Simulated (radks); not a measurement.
# Ir²⁷⁺ in [Kr] 4d10 4f3.5 5s0.5: an all-electron calculation

Wanted: eigenvalues, radial structure and energy terms of the iridium ion Ir27+.

The numbers are computed with radks (a radial shooting solver on a logarithmic mesh, Libxc functionals) version 1 (Dirac Kohn-Sham, AM05, spin-unpolarised, spherical densities, point nucleus; open shells fill j = l - 1/2 first), except any that are marked as measured or tabulated.

### Step 1. Starting point

```
element       : iridium (Z = 77)
charge        : +27
electrons     : 50
configuration : [Kr] 4d10 4f3.5 5s0.5
```

### Step 2. Self-consistent calculation

The run's settings:

```text
Z 77
configuration [Kr] 4d10 4f3.5 5s0.5 5p0 6s0
relativity Dirac
functional am05,am05
spin unpolarised
j_filling energy
nucleus point
c 137.035999084
```

**Question.** What will this run give?

As calculated:

| quantity | value |
| --- | --- |
| total energy | -17508.4204 hartree |
| exchange-correlation share of it | 1.73 % |
| −T/E | 1.1426 |
| highest occupied level | 5s1/2, -753.97 eV |
| most extended occupied level | 5s1/2, <r> = 0.756 bohr |
| radius at density 0.001 e/bohr³ | 1.41 bohr |
| maxima of the radial density | 4 |

What this shows: 5 principal shells are occupied and 4 maxima appear in the radial density; where shells overlap, one shows as a shoulder or not at all. −T/E is 1.143: with relativity the kinetic term as defined here no longer equals −E. This is not the tabulated ground configuration, so its levels and sizes aren't those of the ground state, and no measured value stands beside it.
